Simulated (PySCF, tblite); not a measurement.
# C₆H₁₆N₂Si: geometry, infrared bands and NMR shifts

Wanted: the infrared bands and NMR shifts of C₆H₁₆N₂Si (`C=C([SiH2]N)N(C)CCC`), by calculation.

Computed with tblite 0.8.0 and PySCF 2.14.0, with density-fitted response routines of our own, on a single molecule in the gas phase. Atoms are numbered from 0 throughout.

### Step 1. The starting structure

25 atoms, charge 0, multiplicity 1; geometry from: force field or distance geometry start.

Bonds of the start (Å): C0–C1 1.34, C1–Si2 1.81, Si2–N3 1.82, C1–N4 1.41, N4–C5 1.46, N4–C6 1.45, C6–C7 1.51, C7–C8 1.50, C0–H9 1.11, C0–H10 1.08, Si2–H11 1.50, Si2–H12 1.48, N3–H13 1.04, N3–H14 1.06, C5–H15 1.11, C5–H16 1.11, C5–H17 1.11, C6–H18 1.13, C6–H19 1.13, C7–H20 1.12, C7–H21 1.11, C8–H22 1.12, C8–H23 1.11, C8–H24 1.13.

### Step 2. Geometry optimisation with GFN2-xTB

What the job is given:

```
{"job": {"kind": "relax", "xc": "GFN2-xTB", "basis": "xTB"}, "charge": 0, "multiplicity": 1}
C     -1.134900    -1.956700     1.376100
C     -1.125700    -0.830700     0.657700
Si    -2.478900     0.345400     0.884700
N     -3.025900     1.080000    -0.689100
N     -0.017200    -0.651300    -0.203200
C     -0.246200    -0.656700    -1.646700
C      1.347200    -0.451600     0.241000
C      1.894800     0.935100    -0.015400
C      3.300900     1.083000     0.473800
H     -1.962300    -2.185900     2.087300
H     -0.324400    -2.660800     1.241300
H     -3.611900    -0.429400     1.483000
H     -2.160600     1.388100     1.890800
H     -3.194600     2.095100    -0.551900
H     -3.936700     0.606100    -0.963600
H      0.651900    -1.044400    -2.162300
H     -0.450200     0.364500    -2.032300
H     -1.097900    -1.322800    -1.898100
H      1.447900    -0.720000     1.337900
H      1.984700    -1.176800    -0.338800
H      1.257900     1.684200     0.516900
H      1.836700     1.083300    -1.116300
H      4.049000     0.469500    -0.086900
H      3.396900     0.809600     1.541300
H      3.588500     2.167400     0.318200
```

Launch:

```console
OMP_NUM_THREADS=1 python probes_run.py task.json out
```

The driver reads the jobs from task.json and runs them one after another.

**Question.** This job is followed by: GFN2-xTB harmonic vibrations, gas phase; GIAO PBE0/pcSseg-1 NMR shielding, non-relativistic, gas phase. Predict these results of the whole session: strongest single infrared mode (GFN2-xTB); zero-point energy (GFN2-xTB); ¹³C shifts against TMS (PBE0/pcSseg-1); ¹H shifts against TMS (PBE0/pcSseg-1, means over atoms taken as alike); ²⁹Si shifts against TMS (PBE0/pcSseg-1); ¹⁵N shifts against NH3 (PBE0/pcSseg-1).

The runs gave:

```
                                                              quantity                                               value
                             strongest single infrared mode (GFN2-xTB)                               2177 cm⁻¹, 485 km/mol
                                          zero-point energy (GFN2-xTB)                                      132.5 kcal/mol
                                ¹³C shifts against TMS (PBE0/pcSseg-1)             153.9, 98.0, 57.2, 41.7, 15.8, 13.1 ppm
¹H shifts against TMS (PBE0/pcSseg-1, means over atoms taken as alike)  5.03, 4.34, 4.28, 3.36, 3.09, 1.56, 0.90, 0.11 ppm
                               ²⁹Si shifts against TMS (PBE0/pcSseg-1)                                           -32.1 ppm
                                ¹⁵N shifts against NH3 (PBE0/pcSseg-1)                                      93.9, 11.4 ppm
```

The optimisation took 260 steps and gained 1.057 eV; among the close pairs (by a distance rule), Si2–N3 changed most, from 1.821 to 1.731 Å. No mode is imaginary among the 69: a minimum at this level. The strongest single mode, at 2177 cm⁻¹, moves mainly H11. Unscaled tight-binding wavenumbers are off by several per cent, some by more. Its intensities can rank the bands wrongly. The most deshielded carbon is C1 (alkene carbon bearing nitrogen), at 153.9 ppm: an sp2 carbon further deshielded by the attached heteroatom. At PBE0/pcSseg-1: The largest span, 205 ppm, is at C1, where the paramagnetic term is -225 ppm.
